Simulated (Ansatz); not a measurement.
# Nb2Ga: the cost of one run

Method: DFT PBE, scalar-relativistic, plane waves, PAW, in Ansatz 0.2.0.

## (1) The starting structure

Symmetry: Fm-3m, No. 225, cubic system. Conventional cell: a = 5.779 Å, b = 5.779 Å, c = 5.779 Å, α = 90.00°, β = 90.00°, γ = 90.00°. Around Nb (site symmetry -43m) lie 4 Ga at 2.50 Å. Ga (site symmetry m-3m) is surrounded by 8 Nb at 2.50 Å.

As a file:

```cif
data_structure
_symmetry_space_group_name_H-M 'Fm-3m'
_symmetry_Int_Tables_number 225
_cell_length_a 5.7794
_cell_length_b 5.7794
_cell_length_c 5.7794
_cell_angle_alpha 90.000
_cell_angle_beta 90.000
_cell_angle_gamma 90.000
_cell_volume 193.04
loop_
_atom_site_label
_atom_site_type_symbol
_atom_site_symmetry_multiplicity
_atom_site_Wyckoff_symbol
_atom_site_fract_x
_atom_site_fract_y
_atom_site_fract_z
_atom_site_occupancy
Nb1 Nb 8 c 0.25000 0.75000 0.75000 1
Ga1 Ga 4 a 0.00000 0.00000 0.00000 1
```

This is candidate A: fluorite type (Fm-3m, No. 225).

(A quick probe on a coarse mesh, which set the mesh and smearing, is not shown.)

## (3) A loose first relaxation (candidate A)

File input.yaml:

```yaml
crystal:
  lattice:
    - [0.0, 2.8897205833, 2.8897205833]
    - [2.8897205833, 0.0, 2.8897205833]
    - [2.8897205833, 2.8897205833, 0.0]
  atoms:
    - { symbol: Nb, position: [0.25, 0.25, 0.25] }
    - { symbol: Nb, position: [0.75, 0.75, 0.75] }
    - { symbol: Ga, position: [0.0, 0.0, 0.0] }
basis:
  ecutwfc: 420
kpoints:
  mp_grid: { grid: [6, 6, 6] }
hamiltonian:
  xc: pbe
scf:
  occupations: { method: gaussian, width: 0.1 }
  lower_state_search: "off"
output:
  forces: true
  stress: true
  eigenvalues: true
relax:
  adjacent_minimum: "off"
  f_tol: 0.04
  max_steps: 70
  cell: { stress_tol: 0.4 }
```

Started as:

```console
ansatz run input.yaml --threads 1 --pin off --max-ram 2560MiB --backend cpu --events-out ev --progress --plain --runs-dir out
```

Q: Estimate wall time and peak memory on 1 thread of Arm Neoverse V1, shared host.

About 7.6 s, with a peak of 0.33 GiB.
